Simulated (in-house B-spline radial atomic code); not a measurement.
**Nb²⁺: ionisation energy by several methods**

An exercise on one series of results from a longer session: the logs are not shown, and one member is left open.

The numbers are computed with in-house B-spline radial atomic code version 1 (scalar-relativistic (X2C), several functionals, spin-polarised; spherical all-electron atom at the radial basis limit), except any that are marked as measured or tabulated.

## What is computed

- element: niobium (Z = 41)
- charge: +2
- electrons: 39
- configuration: [Kr] 4d3
- nucleus: Fermi, rms radius 4.324 fm

Outer shells as boxes (Hund's rule):

[Kr] 4d3
```
[Kr] core
4d [↑ ][↑ ][↑ ][  ][  ]
```

Where spins are not typed, each open shell is filled with up spins first.

Set-up of the first run:

Settings, as recorded:

```ini
Z = 41
electrons = 39.0
configuration = [Kr] 4d3
hamiltonian = x2c
method = lda,pw
spin_polarised = True
nucleus = fermi
rms_radius = 4.324
mass_number = 93
atomic_mass = 92.90637317
speed_of_light = 137.035999084
```

Steps of the session up to this table: LDA (PW92); TPSS, a meta-GGA; PW91, a GGA; revTPSS, a meta-GGA; PBEsol, a GGA; BLYP, a GGA.

One of the session's tables, all rows but one given; the rest of the session is left out.

```
    method  ΔSCF (eV)
LDA (PW92)     25.652
      PW91          ?
    PBEsol     25.534
      BLYP     25.333
      TPSS     25.398
   revTPSS     25.348
```

**Question.** Estimate the row for PW91.

**Answer.** ΔSCF (eV): 25.611. In the column «ΔSCF (eV)» it lies between PBEsol (25.534) and LDA (PW92) (25.652).

Members of this set that are not shown: 12 used exact exchange with fractional occupations of an open shell, which is unsound here.
